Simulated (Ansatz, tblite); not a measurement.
# The cluster Te3Pd2: isomers from a random search

An exercise on one series of results from a longer session: the logs are not shown, and one member is left open.

Program: Ansatz 0.2.0, Gaussian basis. Level of theory: relaxed with r2SCAN-D4/def2-SVP, singlet. These are calculated values, not measurements.

6 further runs of the same task are left out: 6 set aside as unsound or not needed. Runs told in other sessions of the task aren't counted.

### The system as given

5 atoms, charge 0, spin multiplicity 1.

Atoms are counted from 1 here; the program's logs count them from 0.

Bond lengths: Pd1–Te3 2.656 Å, Pd1–Te4 2.654 Å, Pd1–Te5 2.501 Å, Pd2–Te3 2.653 Å, Pd2–Te4 2.657 Å, Pd2–Te5 2.500 Å. Angles: Te3–Pd1–Te4 113.1°, Te3–Pd1–Te5 66.7°, Te4–Pd1–Te5 66.8°, Te3–Pd2–Te4 113.1°, Te3–Pd2–Te5 66.8°, Te4–Pd2–Te5 66.7°, Pd1–Te3–Pd2 65.6°, Pd1–Te4–Pd2 65.6°, Pd1–Te5–Pd2 70.2°.

Pd, Te take a core potential in the def2 sets. No spin-orbit coupling is included.

A search from random starts with GFN2-xTB found 8 distinct shapes; 2 go on here. The structure above is candidate A, which lies 0.00 eV above the lowest at that level; B lies 0.74 eV above the lowest at that level.

The first run:

Contents of in.yaml:

```yaml
crystal:
  periodic: [false, false, false]
  atoms:
    - {symbol: Pd, position_ang: [-0.338840, 1.345510, 0.641310]}
    - {symbol: Pd, position_ang: [1.175580, -0.960590, -0.172830]}
    - {symbol: Te, position_ang: [-0.368500, -0.945930, 1.984720]}
    - {symbol: Te, position_ang: [0.769930, 1.130570, -1.760440]}
    - {symbol: Te, position_ang: [-1.238170, -0.569560, -0.692750]}
basis:
  gaussian: {orbitals: def2-SVP}
hamiltonian: {xc: r2scan, dispersion: d4}
scf: {lower_state_search: "off"}
output: {orbitals: {seedname: orbitals}}
relax: {f_tol: 0.02, max_steps: 100}
```

Started as:

```bash
> ansatz run in.yaml --threads 4 --pin off --events-out ev --progress --plain --max-ram 4787MiB
```

Among the steps run: Relaxing candidate A; Relaxing candidate B; Candidate B, PBE0-D4/def2-TZVP; Candidate B, PBE-D4/def2-TZVP; Candidate B, r2SCAN-D4/def2-TZVP; Candidate B, B2PLYP/def2-TZVP; Candidate B, HSE06-D4/def2-TZVP; Candidate B, CAM-B3LYP-D4/def2-TZVP; Candidate B, PBE-D4/def2-SVP; Candidate B, PBE0-D4/def2-SVP; Candidate B, CCSD(T)/def2-SVP; Candidate B, MP2/def2-TZVP.

One of the session's tables, all rows but one given; the rest of the session is left out.

It belongs to the step «B against A». 

```
                 level  B above A (kcal/mol)
              GFN1-xTB                 +14.9
              GFN2-xTB                 +17.1
           HF/def2-SVP                     ?
          HF/def2-TZVP                 +10.2
       PBE-D4/def2-SVP                 +15.4
      PBE-D4/def2-TZVP                 +15.3
   r2SCAN-D4/def2-TZVP                 +16.1
      PBE0-D4/def2-SVP                 +15.5
     PBE0-D4/def2-TZVP                 +15.4
    HSE06-D4/def2-TZVP                 +15.3
CAM-B3LYP-D4/def2-TZVP                 +13.7
      B2PLYP/def2-TZVP                 +16.2
          MP2/def2-SVP                 +23.0
         MP2/def2-TZVP                 +23.9
         CCSD/def2-SVP                 +16.9
      CCSD(T)/def2-SVP                 +16.5
```

Q: Estimate the row for HF/def2-SVP from the others.

The run gave: B above A (kcal/mol): +10.6. In the column «B above A (kcal/mol)» it lies between HF/def2-TZVP (+10.2) and CAM-B3LYP-D4/def2-TZVP (+13.7).

CCSD(T)/def2-SVP is no safe reference here (restricted state is unstable towards broken spin symmetry).

To keep in mind: A random search of this size may have missed the true lowest shape. Only singlets are compared; another spin may lie lower and prefer another shape.
